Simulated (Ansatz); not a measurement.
The system is BiTe.

```
Bi Te
1.0
     0.00000    3.23500    3.23500
     3.23500    0.00000    3.23500
     3.23500    3.23500    0.00000
Bi Te
1 1
Direct
  0.00000 0.00000 0.00000
  0.50000 0.50000 0.50000
```

```yaml
Program: Ansatz 0.2.0
Task: relaxation of cell and atoms
Functional: PBE
Potentials_or_basis: Ansatz PAW
Cutoff: "420 eV (not typed: the program's choice for these potentials)"
k_mesh: 5 × 5 × 5
Occupations: fermi-dirac, width 0.05 eV
Spin: spin-orbit coupling, no magnetisation
```

At the start: volume 33.86 Å³/atom.

Question: How do energy, volume and symmetry change on relaxing?

Answer: It ends after 5 steps and the volume is 36.00 Å³/atom (+6.3 %); space group Fm-3m (No. 225, to 0.05 Å).

Step by step:
| step | energy change (eV) | largest force (eV/Å) | volume (Å³) |
| --- | --- | --- | --- |
| 1 | 0.0000 | 0.0000 | 67.71 |
| 2 | -0.0303 | 0.0000 | 73.38 |
| 3 | -0.0336 | 0.0000 | 72.13 |
| 4 | -0.0337 | 0.0000 | 71.99 |
| 5 | -0.0343 | 0.0000 | 71.99 |

Final structure:
```
Bi Te
1.0
     0.00000    3.30183    3.30183
     3.30183    0.00000    3.30183
     3.30183    3.30183    0.00000
Bi Te
1 1
Direct
  0.00000 0.00000 0.00000
  0.50000 0.50000 0.50000
```

Caveat: the plane-wave basis is chosen anew once the cell has moved, so the energies of steps on either side of that aren't comparable.
